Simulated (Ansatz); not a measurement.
# HPbNO4 (P1) in Ansatz: convergence with wavefunction cutoff

Aim: find how far wavefunction cutoff must go before the results for HPbNO4 settle, at PBE. This setting moves, with any that are tied to it; all else stays.

Everything below comes from runs of Ansatz 0.2.0. Logs are shortened: lines on timing, memory, paths and dates and some standing lists are left out, and cuts for length are marked.

## 1. Starting point

The typed cell holds 7 atoms: a = 3.858 Å, b = 5.535 Å, c = 6.055 Å, α = 106.62°, β = 93.97°, γ = 90.45°.

The cell was built by a generator and needn't be a form met in nature.

## 2. With wavefunction cutoff 200 eV

input.yaml

```yaml
crystal:
  lattice:
    - [3.85404, 0.14384, 0.09012]
    - [-0.2532, 5.52698, 0.16471]
    - [-0.48197, -1.9272, 5.72025]
  atoms:
    - { symbol: H, position: [0.10913, 0.65718, 0.54463] }
    - { symbol: Pb, position: [0.61029, 0.52127, 0.151] }
    - { symbol: "N", position: [0.9158, 0.96263, 0.95867] }
    - { symbol: O, position: [0.01384, 0.13639, 0.88084] }
    - { symbol: O, position: [0.72398, 0.01057, 0.12858] }
    - { symbol: O, position: [0.00389, 0.73732, 0.87043] }
    - { symbol: O, position: [0.11927, 0.59324, 0.37651] }
hamiltonian:
  xc: pbe
  pseudopotentials: { kind: paw }
kpoints:
  mp_grid: { grid: [5, 3, 3] }
scf:
  occupations: { method: fermi_dirac, width: 0.05 }
output:
  forces: true
  stress: true
  eigenvalues: true
basis:
  ecutwfc: "200 eV"
```

Potentials or basis: Ansatz PAW.

Command:

```
$ ansatz run input.yaml --threads 8 --pin off --max-ram 20480MiB --backend cpu --events-out ev --progress --plain --runs-dir out
```

Output:

```text
Warning: basis.ecutwfc = 200 eV is below the records' recommended 420 eV, and the density's cutoff is lower with it unless basis.ecutrho_ratio is high enough to keep the records' density cutoff: compare with a run at a higher cutoff
Warning: RAYON_NUM_THREADS=8 ignored (pool sized by the plan → 8); use --threads N
Engine: ansatz 0.2.0, x86_64-unknown-linux-gnu
Pseudopotentials: kind: paw
Pseudopotential: H, paw, valence charge 1, recommended cutoff 420 eV (normal), H.paw.azcp
Pseudopotential: Pb, paw, valence charge 14, recommended cutoff 420 eV (normal), Pb.paw.azcp
Pseudopotential: N, paw, valence charge 5, recommended cutoff 420 eV (normal), N.paw.azcp
Pseudopotential: O, paw, valence charge 6, recommended cutoff 420 eV (normal), O.paw.azcp
Functional definition: PBE
  parameter kappa = 0.804
  parameter beta = 0.06672455060314922
  exchange = pbe_x(kappa = kappa, mu = beta*pi^2/3)
  correlation = pbe_c(beta = beta)
Crystal: 7 atoms, lattice volume = 123.553 Å³
Basis set: ecut = 200 eV, 789 PW (Γ), exchange–correlation on 36×54×60 points (8 copies of the dense FFT grid, shifted against one another)
Bands: 29, of which v1, the nominal top of the filled ones, is band 22 counted from 1 (21 counted from 0)
Symmetry: 1 space group operations
Space group: P1 (ITA 1), of the structure as read, at distance tolerance 5.0e-5 Å
k-points: 23 of 45 (time reversal used)
Non-local potential: H, projectors of the file, l = 0: 2, l = 1: 1
Non-local potential: Pb, projectors of the file, l = 0: 2, l = 1: 2, l = 2: 2, l = 3: 2
Non-local potential: N, projectors of the file, l = 0: 2, l = 1: 2, l = 2: 1
Non-local potential: O, projectors of the file, l = 0: 2, l = 1: 2, l = 2: 1
PAW form: soft (Blöchl's): semilocal exchange-correlation on the pseudo side does not see the compensation charge
PAW one-centre angular grid: H, 110 points (default); XC on 64 Gauss nodes
PAW one-centre angular grid: Pb, 590 points (default); XC on 64 Gauss nodes
PAW one-centre angular grid: N, 110 points (default); XC on 64 Gauss nodes
PAW one-centre angular grid: O, 110 points (default); XC on 64 Gauss nodes
Initial density: superposition of atomic densities (neutral atoms: chi_scale 0, normalization atom), corrected by the library's trained network
Initial wavefunctions: pseudopotential atomic-orbital guess
Functional: x = pbe(κ = 0.804, μ = 0.2195149727645171), c = pbe(β = 0.06672455060314922)
SCF iter   1: F=—  HF=-14538.879489 eV  |F-HF|=—  |Δ(HF+E_count)|=         —  Δρ=1.15e-1  dr2=6.53e0  ethr=1.77e-3  ⟨swp⟩=6.8  Hψ=3099  notcnv=0  defer=3
preconditioner: auto → Resta (q_TF=auto, 2.297 Å⁻¹)  ε∞=3.0  [insulator: Δε(μ)=2.910 eV  Ē_g=15.279 eV  σ=0.050 eV  W_gap=1.00  n_scr=26 (ndim 8)  ℏωp=21.6 eV  f_vac=0.295  D(μ)=0.00/eV (n_scr^D=0)  ε∞_Penn≈3.0  vacuum switching on, ρ_ref=1.7e-2 e/Å³]
SCF iter   2: F=—  HF=-14536.583731 eV  |F-HF|=—  |Δ(HF+E_count)|=    2.30e0  Δρ=4.11e-2  dr2=7.08e-1  ethr=1.77e-3  ⟨swp⟩=3.0  Hψ=1514  notcnv=0  defer=61
SCF iter   3: F=—  HF=-14536.428514 eV  |F-HF|=—  |Δ(HF+E_count)|=   1.55e-1  Δρ=1.68e-2  dr2=9.35e-2  ethr=1.61e-3  ⟨swp⟩=3.0  Hψ=1223  notcnv=0  defer=38
automatic band count: iteration 3 solves 28 bands in place of 29: the levels show a gap, and the empty bands left out lie too high to hold charge; the band table lists the bands solved (type scf.n_extra_bands for more)
SCF iter   4: F=—  HF=-14536.417015 eV  |F-HF|=—  |Δ(HF+E_count)|=   1.15e-2  Δρ=4.26e-3  dr2=1.09e-2  ethr=2.12e-4  ⟨swp⟩=2.0  Hψ=1349  notcnv=0  defer=44
SCF iter   5: F=—  HF=-14536.416254 eV  |F-HF|=—  |Δ(HF+E_count)|=   7.61e-4  Δρ=1.26e-3  dr2=1.73e-3  ethr=2.48e-5  ⟨swp⟩=2.0  Hψ=883  notcnv=0  defer=21
automatic band count: iteration 5 solves 27 bands in place of 28: the levels show a gap, and the empty bands left out lie too high to hold charge; the band table lists the bands solved (type scf.n_extra_bands for more)
SCF iter   6: F=—  HF=-14536.415931 eV  |F-HF|=—  |Δ(HF+E_count)|=   3.22e-4  Δρ=3.43e-4  dr2=1.12e-4  ethr=3.93e-6  ⟨swp⟩=2.0  Hψ=1098  notcnv=0  defer=21
SCF iter   7: F=—  HF=-14536.415927 eV  |F-HF|=—  |Δ(HF+E_count)|=   3.72e-6  Δρ=1.23e-4  dr2=1.46e-5  ethr=2.54e-7  ⟨swp⟩=2.3  Hψ=1005  notcnv=0  defer=21
SCF iter   8: F=—  HF=-14536.415236 eV  |F-HF|=—  |Δ(HF+E_count)|=   6.92e-4  Δρ=2.93e-5  dr2=6.03e-7  ethr=3.32e-8  ⟨swp⟩=2.0  Hψ=1100  notcnv=0  defer=21
SCF iter   9: F=-14536.415236 eV  HF=-14536.415236 eV  |F-HF|=8.45e-9  |Δ(HF+E_count)|=   6.17e-7  Δρ=5.56e-6  dr2=3.98e-8  ethr=2.27e-10  ⟨swp⟩=11.9  Hψ=3008  notcnv=0
SCF 1 converged in 9 iterations: F = -14536.415236 eV  dr2 = 3.98e-8
SCF converged after 9 iterations
Free energy (F): -14536.415236 eV
Harris-Foulkes:  -14536.415236 eV  (|F-HF|=8.45e-9)
Internal energy: -14536.415236 eV  (E = F + TS)
E sigma→0 (E₀):  -14536.415236 eV
Fermi energy:    2.872710 eV
--- Per-component energies (eV) ---
  E_band       = -386.766609
  E_kinetic    = 1209.820248
  E_local      = -4344.108591  (includes V_loc(G=0)·N_el)
  E_nonlocal   = 494.687945
  E_hartree    = 1660.320315
  E_xc         = -608.403313
  E_vxc        = -626.481114  (∫ρ·V_xc dr)
  E_paw        = -11117.708735  (= ΣΔE_a)
  E_vpaw       = -441.404225  (= ΣTr[D̂ρ^β])
  E_aug_tail   = 0.076030  (compensation charges beyond the density's cutoff)
  E_ewald      = -1831.099135
  E_smearing   = -0.000000  (= −TS)
  E_closure    = 0.000000  (closes the sum)
  Σ components = -14536.415236   (vs F -14536.415236, Δ=0.00e0)
--- Forces (eV/Å), atoms counted from 1 ---
  atom   1  H      0.08719701    -0.00922011    -0.96510181
  atom   2  Pb    -0.71294190     0.00226447     0.75666156
  atom   3  N      0.30167394     0.36837047    -0.26372115
  atom   4  O     -0.37236899    -1.98394021     0.64212099
  atom   5  O      0.88940421     0.06756310    -1.20169745
  atom   6  O     -0.30985630     1.52459873     0.61190095
  atom   7  O      0.11707486     0.03045283     0.41986275
  max |Σ_I F_I| component: 1.83e-4 eV/Å
--- Stress (GPa, compression-positive) ---
       -3.850261      -0.490275       1.126353
       -0.490278      -2.701844       0.238135
        1.126354       0.238132      -3.944856
  P = ⅓ Tr σ = -3.4990 GPa (-34.990 kbar)
--- Band table (eV; the first three rows and the last of 23) ---
  k-point 0: bands = ["-25.4524", "-19.9912", "-19.7621", "-17.3042", "-14.6291", "-14.6064", "-14.5435", "-14.5294", "-14.4846", "-9.4745", "-6.2707", "-6.2566", "-6.0288", "-5.4849", "-1.8262", "-1.7895", "-0.9170", "-0.6448", "-0.3766", "-0.1747", "0.6634", "0.8782", "5.0826", "5.7132", "6.9834", "7.2458", "9.2901"]
  k-point 1: bands = ["-25.4580", "-20.0147", "-19.7619", "-17.3148", "-14.6713", "-14.6291", "-14.6036", "-14.5479", "-14.5350", "-9.5116", "-6.3252", "-6.2370", "-6.0647", "-5.4544", "-2.3439", "-1.8099", "-0.9181", "-0.4923", "-0.3474", "-0.2328", "0.6088", "0.8299", "4.7051", "5.1235", "7.1817", "7.9782", "9.4143"]
  k-point 2: bands = ["-25.4469", "-19.9894", "-19.7573", "-17.3098", "-14.6332", "-14.5947", "-14.5874", "-14.5636", "-14.4752", "-9.2932", "-6.2853", "-6.2363", "-6.1077", "-5.8016", "-2.4035", "-1.0636", "-0.7943", "-0.5057", "-0.3554", "-0.1886", "0.5360", "0.6973", "5.0395", "5.6758", "6.1182", "8.1842", "9.3795"]
  k-point 22: bands = ["-25.4151", "-19.9755", "-19.7904", "-17.2993", "-14.6493", "-14.6353", "-14.5830", "-14.4643", "-14.2834", "-9.2302", "-6.5640", "-6.2497", "-6.0537", "-5.4332", "-3.7295", "-1.2307", "-1.1515", "-0.6746", "-0.2905", "0.6100", "0.7933", "1.1458", "4.8128", "6.3762", "6.7971", "7.5288", "9.5720"]
```

It took 1 s on 8 threads of AMD EPYC 7R43 (Zen 3), shared host; peak memory 0.42 GiB.

Results:

| Quantity | Value |
| --- | --- |
| Free energy | -14536.4152 eV |
| Pressure | -3.5 GPa |
| Largest force | 2.118 eV/Å |
| Band gap on the k mesh | 3.40 eV, indirect (least direct gap 3.60 eV) |

## 3. With wavefunction cutoff 250 eV

input.yaml: that of step 2 with these lines changed.

```diff
@@ -25,2 +25,2 @@
 basis:
-  ecutwfc: "200 eV"
+  ecutwfc: "250 eV"
```

Potentials or basis: Ansatz PAW.

Command:

```
$ ansatz run input.yaml --threads 8 --pin off --max-ram 20480MiB --backend cpu --events-out ev --progress --plain --runs-dir out
```

Run time: 1 s. Hardware: 8 threads of AMD EPYC 7R43 (Zen 3), shared host; peak memory 0.48 GiB.

Results:

| Item | Value |
| --- | --- |
| Free energy | -14561.8924 eV |
| Pressure | -0.7 GPa |
| Largest force | 0.330 eV/Å |
| Band gap on the k mesh | 3.24 eV, indirect (least direct gap 3.36 eV) |

## 4. With wavefunction cutoff 300 eV

input.yaml: that of step 3 with these lines changed.

```diff
@@ -25,2 +25,2 @@
 basis:
-  ecutwfc: "250 eV"
+  ecutwfc: "300 eV"
```

Command:

```
$ ansatz run input.yaml --threads 8 --pin off --max-ram 20480MiB --backend cpu --events-out ev --progress --plain --runs-dir out
```

Run time: 1.2 s. Hardware: 8 threads of AMD EPYC 7R43 (Zen 3), shared host; peak memory 0.45 GiB.

Results:

* Free energy: -14569.1456 eV
* Pressure: 0.5 GPa
* Largest force: 0.353 eV/Å
* Band gap on the k mesh: 3.24 eV, indirect (least direct gap 3.35 eV)

## 5. With wavefunction cutoff 350 eV

input.yaml: that of step 4 with these lines changed.

```diff
@@ -25,2 +25,2 @@
 basis:
-  ecutwfc: "300 eV"
+  ecutwfc: "350 eV"
```

Command:

```
$ ansatz run input.yaml --threads 8 --pin off --max-ram 20480MiB --backend cpu --events-out ev --progress --plain --runs-dir out
```

Run time: 1.3 s. Hardware: 8 threads of AMD EPYC 7R43 (Zen 3), shared host; peak memory 0.45 GiB.

What came out:

```yaml
Free_energy: -14570.9856 eV
Pressure: 0.2 GPa
Largest_force: 0.100 eV/Å
Band_gap_on_the_k_mesh: 3.22 eV, indirect (least direct gap 3.33 eV)
```

## 6. With wavefunction cutoff 400 eV

input.yaml: that of step 5 with these lines changed.

```diff
@@ -25,2 +25,2 @@
 basis:
-  ecutwfc: "350 eV"
+  ecutwfc: "400 eV"
```

Potentials or basis: Ansatz PAW.

Command:

```
$ ansatz run input.yaml --threads 8 --pin off --max-ram 20480MiB --backend cpu --events-out ev --progress --plain --runs-dir out
```

Wall time 1.7 s (8 threads of AMD EPYC 7R43 (Zen 3), shared host); peak memory 0.5 GiB.

The run converged. Its results:

- Free energy: -14571.3781 eV
- Pressure: 0.0 GPa
- Largest force: 0.014 eV/Å
- Band gap on the k mesh: 3.22 eV, indirect (least direct gap 3.32 eV)

## 7. With wavefunction cutoff 450 eV

input.yaml: that of step 6 with these lines changed.

```diff
@@ -25,2 +25,2 @@
 basis:
-  ecutwfc: "400 eV"
+  ecutwfc: "450 eV"
```

Command:

```
$ ansatz run input.yaml --threads 8 --pin off --max-ram 20480MiB --backend cpu --events-out ev --progress --plain --runs-dir out
```

Wall time 2 s (8 threads of AMD EPYC 7R43 (Zen 3), shared host); peak memory 0.51 GiB.

Results (log left out):

| Quantity | Value |
| --- | --- |
| Free energy | -14571.4441 eV |
| Pressure | 0.0 GPa |
| Largest force | 0.010 eV/Å |
| Band gap on the k mesh | 3.22 eV, indirect (least direct gap 3.32 eV) |

## 8. With wavefunction cutoff 500 eV

input.yaml: that of step 7 with these lines changed.

```diff
@@ -25,2 +25,2 @@
 basis:
-  ecutwfc: "450 eV"
+  ecutwfc: "500 eV"
```

Command:

```
$ ansatz run input.yaml --threads 8 --pin off --max-ram 20480MiB --backend cpu --events-out ev --progress --plain --runs-dir out
```

Run time: 2.2 s. Hardware: 8 threads of AMD EPYC 7R43 (Zen 3), shared host; peak memory 0.57 GiB.

The run converged. Its results:

```yaml
Free_energy: -14571.4522 eV
Pressure: 0.0 GPa
Largest_force: 0.010 eV/Å
Band_gap_on_the_k_mesh: 3.22 eV, indirect (least direct gap 3.32 eV)
```

## 9. With wavefunction cutoff 600 eV

input.yaml: that of step 8 with these lines changed.

```diff
@@ -25,2 +25,2 @@
 basis:
-  ecutwfc: "500 eV"
+  ecutwfc: "600 eV"
```

Potentials or basis: Ansatz PAW.

Command:

```
$ ansatz run input.yaml --threads 8 --pin off --max-ram 20480MiB --backend cpu --events-out ev --progress --plain --runs-dir out
```

It took 2.5 s on 8 threads of AMD EPYC 7R43 (Zen 3), shared host; peak memory 0.67 GiB.

Results (log left out):

* Free energy: -14571.4572 eV
* Pressure: 0.0 GPa
* Largest force: 0.015 eV/Å
* Band gap on the k mesh: 3.22 eV, indirect (least direct gap 3.32 eV)

## 10. With wavefunction cutoff 800 eV

input.yaml: that of step 9 with these lines changed.

```diff
@@ -25,2 +25,2 @@
 basis:
-  ecutwfc: "600 eV"
+  ecutwfc: "800 eV"
```

Command:

```
$ ansatz run input.yaml --threads 8 --pin off --max-ram 20480MiB --backend cpu --events-out ev --progress --plain --runs-dir out
```

It took 4 s on 8 threads of AMD EPYC 7R43 (Zen 3), shared host; peak memory 0.85 GiB.

The run converged. Its results:

| Item | Value |
| --- | --- |
| Free energy | -14571.4613 eV |
| Pressure | 0.0 GPa |
| Largest force | 0.020 eV/Å |
| Band gap on the k mesh | 3.22 eV, indirect (least direct gap 3.32 eV) |

## 11. The series at a glance

```
wavefunction cutoff  energy less the tightest run, at zero smearing (meV/atom)  pressure (GPa)  largest force (eV/Å)  gap on the mesh (eV)  SCF cycles  CPU time (s)  peak memory (GiB)
             200 eV                                                    5006.59           -3.50                 2.118                 3.398           9           5.1               0.42
             250 eV                                                    1367.00           -0.68                 0.330                 3.236           9           6.1               0.48
             300 eV                                                     330.81            0.47                 0.353                 3.243           9             7               0.45
             350 eV                                                      67.96            0.16                 0.100                 3.225           8           8.3               0.45
             400 eV                                                      11.89            0.01                 0.014                 3.222           8            11                0.5
             450 eV                                                       2.46            0.00                 0.010                 3.222           8            13               0.51
             500 eV                                                       1.30           -0.01                 0.010                 3.222           8            15               0.57
             600 eV                                                       0.59           -0.02                 0.015                 3.222           8            17               0.67
             800 eV                                                       0.00           -0.03                 0.020                 3.222           8            27               0.85
```

Against the tightest run, the energy stays within 1 meV/atom from 600 eV on; the pressure stays within 0.1 GPa from 400 eV on; the largest force stays within 0.005 eV/Å from 600 eV on; the gap on the mesh stays within 0.01 eV from 350 eV on. The tightest run that finished is the yardstick and may itself not be fully converged.

Caveats: odd divisions of the mesh miss points on the zone boundary, where band edges often lie, so the gap on the mesh can be too wide; spin-orbit coupling is left out, which as a rule narrows the gap of such compounds by several tenths of an eV.
